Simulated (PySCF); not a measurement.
# MoCl2: structure of the quintet

Aim: relax MoCl2 as a quintet from a linear start, check by its vibrations whether the end is a minimum, and collect its spectrum and constants.

Method: PBE0, basis Mo def2-TZVP with ECP28, Cl def2-TZVP, scalar-relativistic core potentials, no spin–orbit coupling, density fitting; program: PySCF 2.14.0.

## (1) The starting structure

3 atoms, charge 0, spin multiplicity 5.

Bond lengths: Mo1–Cl2 2.370 Å, Mo1–Cl3 2.370 Å. Angles: Cl2–Mo1–Cl3 180.0°.

```xyz
3
charge 0 multiplicity 5
Mo    0.0000    0.0000    0.0000
Cl    0.0000    0.0000    2.3700
Cl    0.0000    0.0000   -2.3700
```

## (2) Finding the electronic state

One driver script runs all steps and calls PySCF; scf.py shows how it sets up the SCF of each step. The optimiser is the driver's own. After this first run the driver tries any further starts and a stability analysis.

Input file scf.py:

```python
from pyscf import gto, scf, dft
mol = gto.M(atom='''
Mo     0.000000     0.000000     0.000000
Cl     0.000000     0.000000     2.370000
Cl     0.000000     0.000000    -2.370000''',
    basis={'Mo': 'def2-TZVP', 'Cl': 'def2-TZVP'},
    ecp={'Mo': 'def2-TZVP'},
    charge=0, spin=4)
mf = dft.UKS(mol, xc='PBE0')
mf.grids.atom_grid = (50, 194)
aux = {'Mo': 'def2-universal-JKFIT', 'Cl': 'def2-universal-JKFIT'}
mf = mf.density_fit(auxbasis=aux)
mf.conv_tol = 1e-08
mf.diis_space = 10
mf.max_cycle = 60
mf.init_guess = 'minao'
mf.verbose = 4
mf.kernel()
```

Started as:

```console
$ OMP_NUM_THREADS=4 python axn.py task.json out
```

The runs that follow: Relaxing the quintet from the linear start; Is it a minimum? Harmonic modes; Leaving the saddle point; Is it a minimum? Harmonic modes.

Q: Predict the outcome of this session. Wanted: minimum; geometry; wavenumbers; dipole moment; highest occupied, lowest empty level; polar-tensor charge of Mo1; zero-point energy; atomisation energy; ⟨S²⟩.

The runs gave:

```
                                          quantity                                value
                                           minimum                         quintet, C2v
                                          geometry  Mo–Cl 2.260 Å (×2); Cl–Mo–Cl 131.6°
                                wavenumbers (cm⁻¹)          75 (a1), 380 (a1), 423 (b2)
                                     dipole moment                               2.52 D
highest occupied, lowest empty level (either spin)                      -6.69, -3.55 eV
                        polar-tensor charge of Mo1                              +1.18 e
                                 zero-point energy                           5.3 kJ/mol
                               entropy at 298.15 K                      316.3 J/(mol K)
         atomisation energy (no zero-point energy)                           742 kJ/mol
                                              ⟨S²⟩                                6.022
```

**Reading.** The linear start (D∞h) ends in a minimum of C2v symmetry, after a stop at a saddle point 14.1 kJ/mol higher, from which it was pushed off along an imaginary mode. The strongest infrared band lies at 423 cm⁻¹ (b2, stretch). Most of the spin sits on Mo1 (Mulliken spin 4.00, against 4 for the whole molecule). The first SCF alone would have been 41 kJ/mol too high. Other starts or spin states, not run here, may lie lower. One determinant may miss the lowest occupation of an open d or f shell.
